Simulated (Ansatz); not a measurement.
**C2H3Cl2In: up Jacob's ladder to CCSD(T)**

One table from this session's results is given with a row withheld; the runs are named, their logs left out.

Computed with Ansatz 0.2.0, Gaussian basis. Level: functionals in def2-TZVPP, the program's frozen cores in correlated methods.

The runs, in order: LDA (SPW92), PBE-D4, revPBE-D4, BLYP-D4, r2SCAN-D4, B97M-V, PBE0-D4, B3LYP-D4, r2SCANh-D4, r2SCAN0-D4, HSE06-D4, BHLYP-D4, CAM-B3LYP-D4, LC-ωPBE, ωB97X-V, ωB97M-V, B2PLYP, PBE-QIDH; CCSD(T)/def2-SVP; CCSD(T)/def2-TZVPP; MP2/def2-QZVPP; extrapolation to the limit.

2 further runs of the same task are left out: 2 set aside as unsound or not needed.

**The relaxed structure**

The geometry comes from an earlier relaxation with PBE0-D4 in a triple-zeta def2 set; it is a stationary point, not always the lowest conformer. In takes the def2 core potential; no spin-orbit term is included.

SMILES `C=[CH][In]([Cl])[Cl]`, 8 atoms, charge 0, spin multiplicity 1.

Atoms are counted from 1 here; the program's logs count them from 0.

Bond lengths: C1–C2 1.328 Å, C1–H6 1.088 Å, C1–H7 1.086 Å, C2–In3 2.107 Å, C2–H8 1.086 Å, In3–Cl4 2.324 Å, In3–Cl5 2.315 Å. Angles: C2–C1–H6 121.4°, C2–C1–H7 122.6°, H6–C1–H7 116.0°, C1–C2–In3 120.2°, C1–C2–H8 120.5°, In3–C2–H8 119.3°, C2–In3–Cl4 119.4°, C2–In3–Cl5 127.3°, Cl4–In3–Cl5 113.3°.

The first run:

The input, in.yaml:

```yaml
crystal:
  periodic: [false, false, false]
  atoms:
    - {symbol: C, position_ang: [-0.219531, -0.992745, 1.166595]}
    - {symbol: C, position_ang: [0.310311, 0.160762, 0.775744]}
    - {symbol: In, position_ang: [0.099168, 0.803128, -1.219625]}
    - {symbol: Cl, position_ang: [-1.070161, -0.523450, -2.727739]}
    - {symbol: Cl, position_ang: [0.917957, 2.753797, -2.160059]}
    - {symbol: H, position_ang: [-0.121653, -1.342115, 2.192325]}
    - {symbol: H, position_ang: [-0.772305, -1.641650, 0.493455]}
    - {symbol: H, position_ang: [0.856204, 0.782273, 1.479312]}
basis:
  gaussian: {orbitals: def2-TZVPP}
hamiltonian: {xc: lda}
output: {orbitals: {seedname: orbitals}}
```

Run with:

```console
$ ansatz run in.yaml --threads 2 --pin off --events-out ev --progress --plain --max-ram 32768MiB --backend cpu
```

Among the steps run: LDA; PBE-D4 (GGA); revPBE-D4 (GGA); BLYP-D4 (GGA); r2SCAN-D4 (meta-GGA); B97M-V (meta-GGA); B3LYP-D4 (hybrid); r2SCANh-D4 (hybrid); r2SCAN0-D4 (hybrid); HSE06-D4 (hybrid); BHLYP-D4 (hybrid); CAM-B3LYP-D4 (range-separated); LC-ωPBE (range-separated); ωB97X-V (range-separated); ωB97M-V (range-separated); B2PLYP (double hybrid); PBE-QIDH (double hybrid).

One of the session's tables, all rows but one given; the rest of the session is left out.

It belongs to the step «Orbital energies across the functionals». 

```
  functional  HOMO (eV)  LUMO (eV)  gap (eV)
 LDA (SPW92)          ?          ?         ?
      PBE-D4      -7.25      -2.75      4.51
   revPBE-D4      -7.19      -2.63      4.56
     BLYP-D4      -7.10      -2.65      4.45
   r2SCAN-D4      -7.56      -2.58      4.98
      B97M-V      -7.62      -2.65      4.97
     PBE0-D4      -8.53      -1.94      6.59
    B3LYP-D4      -8.29      -2.19      6.10
  r2SCANh-D4      -8.03      -2.28      5.74
  r2SCAN0-D4      -8.73      -1.85      6.88
    HSE06-D4      -8.14      -2.31      5.83
    BHLYP-D4      -9.68      -1.15      8.53
CAM-B3LYP-D4      -9.84      -1.02      8.82
     LC-ωPBE     -11.18       0.11     11.29
     ωB97X-V     -10.83      -0.02     10.82
     ωB97M-V     -10.68      -0.20     10.48
```

Estimate the missing values for LDA (SPW92).

**Answer.** HOMO (eV): -7.41; LUMO (eV): -3.04; gap (eV): 4.37. In the column «HOMO (eV)» it lies between r2SCAN-D4 (-7.56) and PBE-D4 (-7.25).
